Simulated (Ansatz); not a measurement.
**CH₈OSi₂: how energies converge with the basis set**

Aim: see how fast density functionals and correlated methods converge with the basis set for CH₈OSi₂.

Method: one geometry, several basis sets; program: Ansatz 0.2.0, Gaussian basis.

Levels to be run: PBE0-D4/def2-SVP; ωB97M-V/def2-SVP; PBE0-D4/def2-QZVPP; ωB97M-V/def2-QZVPP; CCSD(T)/cc-pV(D+d)Z; CCSD(T)/cc-pV(T+d)Z; CCSD(T)/cc-pV(Q+d)Z; the functionals' def2-TZVPP values are taken from earlier runs.

### 1 The geometry

An earlier PBE0-D4 in a triple-zeta def2 set relaxation fixed the geometry.

SMILES `C[SiH2]O[SiH3]`, 12 atoms, charge 0, spin multiplicity 1.

Atoms are counted from 1 here; the program's logs count them from 0.

Bond lengths: C1–Si2 1.856 Å, C1–H5 1.092 Å, C1–H6 1.093 Å, C1–H7 1.092 Å, Si2–O3 1.640 Å, Si2–H8 1.489 Å, Si2–H9 1.489 Å, O3–Si4 1.632 Å, Si4–H10 1.483 Å, Si4–H11 1.487 Å, Si4–H12 1.487 Å. Angles: Si2–C1–H5 110.9°, Si2–C1–H6 110.3°, Si2–C1–H7 110.9°, H5–C1–H6 108.2°, H5–C1–H7 108.3°, H6–C1–H7 108.2°, C1–Si2–O3 109.0°, C1–Si2–H8 110.7°, C1–Si2–H9 110.7°, O3–Si2–H8 109.1°, O3–Si2–H9 109.1°, H8–Si2–H9 108.3°, Si2–O3–Si4 145.8°, O3–Si4–H10 108.3°, O3–Si4–H11 110.4°, O3–Si4–H12 110.4°, H10–Si4–H11 109.4°, H10–Si4–H12 109.4° and more.

### 2 PBE0-D4 in def2-SVP

The input, in.yaml:

```yaml
crystal:
  periodic: [false, false, false]
  atoms:
    - {symbol: C, position_ang: [0.484732, 1.986008, -0.784743]}
    - {symbol: Si, position_ang: [0.883658, 0.332244, -0.042914]}
    - {symbol: O, position_ang: [-0.507774, -0.511537, 0.160893]}
    - {symbol: Si, position_ang: [-1.176851, -1.908201, 0.676313]}
    - {symbol: H, position_ang: [-0.003087, 1.869754, -1.755215]}
    - {symbol: H, position_ang: [1.399197, 2.567554, -0.930113]}
    - {symbol: H, position_ang: [-0.180824, 2.555055, -0.131659]}
    - {symbol: H, position_ang: [1.551883, 0.495230, 1.278118]}
    - {symbol: H, position_ang: [1.794116, -0.438771, -0.934438]}
    - {symbol: H, position_ang: [-2.644081, -1.823244, 0.475547]}
    - {symbol: H, position_ang: [-0.886454, -2.121115, 2.119121]}
    - {symbol: H, position_ang: [-0.637415, -3.058278, -0.096809]}
basis:
  gaussian: {orbitals: def2-SVP}
hamiltonian: {xc: pbe0, dispersion: d4}
output: {orbitals: {seedname: orbitals}}
```

The run is started by

```sh
$ ansatz run in.yaml --threads 2 --pin off --events-out ev --progress --plain --max-ram 32768MiB --backend cpu
```

Further steps of the session: ωB97M-V in def2-SVP; PBE0-D4 in def2-QZVPP; ωB97M-V in def2-QZVPP; CCSD(T) in cc-pV(D+d)Z; CCSD(T) in cc-pV(T+d)Z; CCSD(T) in cc-pV(Q+d)Z.

Before running them: what should the planned runs give, taken together? Wanted: MP2 correlation recovered, cc-pV(D+d)Z; MP2 correlation recovered, cc-pV(T+d)Z; MP2 correlation recovered, cc-pV(Q+d)Z; CCSD(T) limit from def2 sets; PBE0-D4: double and triple zeta above quadruple; ωB97M-V: double and triple zeta above quadruple.

**Answer**, as computed:

```
                                                                 quantity           value
                                   MP2 correlation recovered, cc-pV(D+d)Z          70.9 %
                                   MP2 correlation recovered, cc-pV(T+d)Z          88.9 %
                                   MP2 correlation recovered, cc-pV(Q+d)Z          95.4 %
CCSD(T) limit from def2 sets (earlier runs) less the limit of this series         -27 meV
                          PBE0-D4: double and triple zeta above quadruple  10.36, 0.75 eV
                          ωB97M-V: double and triple zeta above quadruple  10.50, 0.70 eV
```

In words: For PBE0-D4 the step from double to triple zeta gains 9.60 eV and the next only 0.75 eV. In cc-pV(D+d)Z MP2 holds 71 % of its limit, in cc-pV(Q+d)Z 95 %, while Hartree-Fock is within 0.142 eV in the largest set. A limit from the def2 sets, made apart, differs by 27 meV, a least measure of the doubt on such a limit. Total energies overstate the basis error of differences, where much of it tends to cancel. The LUMO of ωB97M-V is positive and keeps falling with the basis (2.54 to 1.39 eV): an unbound level that the basis holds in place.
